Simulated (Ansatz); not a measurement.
# La2CdNi2: the cost of one run

Method: DFT PBEsol, scalar-relativistic, plane waves, PAW, in Ansatz 0.2.0.

## 1. The starting structure

The cell holds 20 atoms (Cd4GdLa8Ni7): a = 8.003 Å, b = 8.411 Å, c = 8.411 Å, α = 118.64°, β = 103.76°, γ = 103.76°.

Coordinates:

```xyz
20
Lattice="-8.0033 0.0000 0.0000 2.0008 7.2341 -3.7968 2.0008 -7.2341 -3.7968" Properties=species:S:1:pos:R:3 pbc="T T T"
Cd   -3.8988   -0.0495    0.0624
Cd    0.0000    0.0000   -3.7968
Cd    0.0000    0.0000    0.0000
Cd   -4.0016    0.0000   -3.7968
La   -2.0008   -2.0127   -1.8984
La    2.0008   -2.0127   -5.6952
La   -6.0025   -2.0127   -1.8984
La   -2.0008   -2.0127   -5.6952
La   -2.0655    2.0410   -1.8804
La    2.0169    2.0062   -5.6324
La   -5.9989    2.0114   -1.8872
La   -1.9901    1.9987   -5.8128
Gd   -2.0299   -4.2935   -3.8048
Ni    0.0000    2.8653   -3.7968
Ni    2.0008   -4.3688   -3.7968
Ni   -4.0016    2.8653   -3.7968
Ni   -2.0008    4.3688   -3.7968
Ni    0.0220   -2.8478   -3.7473
Ni    2.0008    4.3688   -3.7968
Ni   -3.9677   -2.8420   -3.7944
```

The host was relaxed before at PBEsol: a = 4.002 Å, b = 14.468 Å, c = 3.797 Å, α = 90.00°, β = 90.00°, γ = 90.00° (conventional cell), 21.982 Å³/atom.

Places, in fractions of the supercell: Gd in place of Ni at (0.500, 0.198, 0.802). Its neighbours start displaced at random, with a spread of 0.05 Å in each coordinate.

## 2. The perfect crystal in the supercell of 20 atoms

input.yaml

```yaml
crystal:
  lattice:
    - [-8.0032700303, 0.0, 0.0]
    - [2.0008175076, 7.2340588145, -3.7968237479]
    - [2.0008175076, -7.2340588145, -3.7968237479]
  atoms:
    - { symbol: Cd, position: [0.5, 0.0, 0.0] }
    - { symbol: Cd, position: [0.25, 0.5, 0.5] }
    - { symbol: Cd, position: [0.0, 0.0, 0.0] }
    - { symbol: Cd, position: [0.75, 0.5, 0.5] }
    - { symbol: La, position: [0.375, 0.110887445, 0.389112555] }
    - { symbol: La, position: [0.125, 0.610887445, 0.889112555] }
    - { symbol: La, position: [0.875, 0.110887445, 0.389112555] }
    - { symbol: La, position: [0.625, 0.610887445, 0.889112555] }
    - { symbol: La, position: [0.375, 0.389112555, 0.110887445] }
    - { symbol: La, position: [0.125, 0.889112555, 0.610887445] }
    - { symbol: La, position: [0.875, 0.389112555, 0.110887445] }
    - { symbol: La, position: [0.625, 0.889112555, 0.610887445] }
    - { symbol: Ni, position: [0.5, 0.1980402937, 0.8019597063] }
    - { symbol: Ni, position: [0.25, 0.6980402937, 0.3019597063] }
    - { symbol: Ni, position: [0.0, 0.1980402937, 0.8019597063] }
    - { symbol: Ni, position: [0.75, 0.6980402937, 0.3019597063] }
    - { symbol: Ni, position: [0.5, 0.8019597063, 0.1980402937] }
    - { symbol: Ni, position: [0.25, 0.3019597063, 0.6980402937] }
    - { symbol: Ni, position: [0.0, 0.8019597063, 0.1980402937] }
    - { symbol: Ni, position: [0.75, 0.3019597063, 0.6980402937] }
basis:
  ecutwfc: 420
  xc_grid: 2
kpoints:
  mp_grid: { grid: [3, 3, 3], shift: [0.0, 0.0, 0.0] }
hamiltonian:
  xc: pbesol
scf:
  occupations: { method: gaussian, width: 0.05 }
output:
  forces: true
  stress: true
  eigenvalues: true
  write_density: true
  write_potential: true
  elf: true
  volumetric_format: npy
```

Launch:

```
$ ansatz run input.yaml --threads 8 --pin off --max-ram 14336MiB --backend cpu --events-out ev --progress --plain --runs-dir out
```

Q: Estimate wall time and peak memory on 8 threads of Intel Xeon 6975P-C (Granite Rapids), shared host.

About 8.2 s, with a peak of 3.5 GiB.
